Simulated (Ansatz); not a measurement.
# W (bcc type): the cost of one run

Method: DFT PBE, with the methods named in each step, in Ansatz 0.2.0.

1 further run of the same task is left out (it didn't finish).

## (1) The starting structure

Symmetry: Im-3m, No. 229, cubic system. Conventional cell: a = 3.184 Å, b = 3.184 Å, c = 3.184 Å, α = 90.00°, β = 90.00°, γ = 90.00°. W (site symmetry m-3m) is surrounded by 8 W at 2.76 Å.

Structure file:

```cif
data_structure
_symmetry_space_group_name_H-M 'Im-3m'
_symmetry_Int_Tables_number 229
_cell_length_a 3.1844
_cell_length_b 3.1844
_cell_length_c 3.1844
_cell_angle_alpha 90.000
_cell_angle_beta 90.000
_cell_angle_gamma 90.000
_cell_volume 32.29
loop_
_atom_site_label
_atom_site_type_symbol
_atom_site_symmetry_multiplicity
_atom_site_Wyckoff_symbol
_atom_site_fract_x
_atom_site_fract_y
_atom_site_fract_z
_atom_site_occupancy
W1 W 2 a 0.00000 0.00000 0.00000 1
```

The file gives the conventional cell by its symmetry; the runs use the cell typed in the input.

## (2) Bulk cell relaxed, PAW

File input.yaml:

```yaml
crystal:
  lattice:
    - [-1.5921819128, 1.5921819128, 1.5921819128]
    - [1.5921819128, -1.5921819128, 1.5921819128]
    - [1.5921819128, 1.5921819128, -1.5921819128]
  atoms:
    - { symbol: W, position: [0.0, 0.0, 0.0] }
kpoints:
  mp_grid: { grid: [19, 19, 19] }
scf:
  occupations: { method: fermi_dirac, width: 0.1 }
hamiltonian:
  xc: pbe
  pseudopotentials: { kind: paw }
output:
  forces: true
  stress: true
relax:
  f_tol: 0.005
  max_steps: 40
  cell: {}
```

On the command line:

```sh
> ansatz run input.yaml --threads 1 --pin off --max-ram 3584MiB --backend cpu --events-out ev --progress --plain --runs-dir out
```

**Question.** How long does this run take on 1 thread of AMD EPYC 9R45 (Zen 5), shared host, and how much memory does it need?

About 3.6 s, with a peak of 0.39 GiB.
